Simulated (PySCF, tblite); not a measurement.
# C₅H₁₂Ge: geometry, infrared bands and NMR shifts

Aim: predict the infrared bands and NMR shifts of C₅H₁₂Ge (`C=[C]([GeH3])CCC`).

The runs use tblite 0.8.0 and PySCF 2.14.0, with density-fitted response routines of our own; the level of theory stands in each step. All values are computed, except where a source is named. Atoms count from 0, in the outputs and in this text.

### Step 1. The starting structure

18 atoms, charge 0, multiplicity 1; geometry from: force field or distance geometry start.

Bonds of the start (Å): C0–C1 1.34, C1–Ge2 1.90, C1–C3 1.48, C3–C4 1.49, C4–C5 1.52, C0–H6 1.10, C0–H7 1.08, Ge2–H8 1.57, Ge2–H9 1.52, Ge2–H10 1.57, C3–H11 1.12, C3–H12 1.13, C4–H13 1.11, C4–H14 1.10, C5–H15 1.10, C5–H16 1.12, C5–H17 1.10.

### Step 2. Geometry optimisation with GFN2-xTB

The job: settings as JSON, then the geometry in Å.

```
{"job": {"kind": "relax", "xc": "GFN2-xTB", "basis": "xTB"}, "charge": 0, "multiplicity": 1}
C     -0.765800    -1.338800     1.386600
C     -0.721300    -0.214900     0.653300
Ge    -2.101000     0.068100    -0.626800
C      0.355200     0.792000     0.802800
C      1.159400     1.017600    -0.436300
C      1.798200    -0.301400    -0.839200
H     -1.581000    -2.060800     1.252900
H      0.026300    -1.477000     2.115000
H     -2.713200    -1.347300    -0.926600
H     -1.618000     0.641600    -1.950900
H     -3.271300     0.881800     0.019600
H      1.072300     0.429800     1.581800
H     -0.039200     1.771200     1.195200
H      1.971200     1.739300    -0.209800
H      0.485800     1.348300    -1.241700
H      2.772200    -0.128400    -1.327300
H      2.008800    -0.934400     0.056100
H      1.152600    -0.880300    -1.516100
```

On the command line:

```sh
OMP_NUM_THREADS=1 python probes_run.py task.json out
```

This one command runs all jobs of the session in turn.

**Question.** This job is followed by: GFN2-xTB harmonic vibrations, gas phase; GIAO PBE0/pcSseg-1 NMR shielding, non-relativistic, gas phase. Predict these results of the whole session: strongest single infrared mode (GFN2-xTB); zero-point energy (GFN2-xTB); 13C shifts against TMS (PBE0/pcSseg-1); 1H shifts against TMS (PBE0/pcSseg-1, means over atoms taken as alike); 73Ge shifts against GeMe4 (PBE0/pcSseg-1).

The runs gave:

| quantity | value |
| --- | --- |
| strongest single infrared mode (GFN2-xTB) | 2048 cm⁻¹, 471 km/mol |
| zero-point energy (GFN2-xTB) | 92.2 kcal/mol |
| 13C shifts against TMS (PBE0/pcSseg-1) | 155.2, 135.3, 46.8, 24.6, 14.4 ppm |
| 1H shifts against TMS (PBE0/pcSseg-1, means over atoms taken as alike) | 6.13, 5.72, 3.77, 2.43, 1.50, 0.89 ppm |
| 73Ge shifts against GeMe4 (PBE0/pcSseg-1) | -241 ppm |

The optimisation took 137 steps and gained 0.422 eV; among the close pairs (by a distance rule), Ge2–H8 changed most, from 1.571 to 1.495 Å. No mode is imaginary among the 48: a minimum at this level. The strongest single mode, at 2048 cm⁻¹, moves mainly H9 and H10. Unscaled tight-binding wavenumbers are off by several per cent, some by more. Its intensities can rank the bands wrongly. C1 (fully substituted alkene carbon) lies farthest downfield among carbon, at 155.2 ppm; an sp2 carbon of a C=C bond. Spin-orbit coupling is left out, which matters for shieldings and couplings at and beside the heavy atoms.
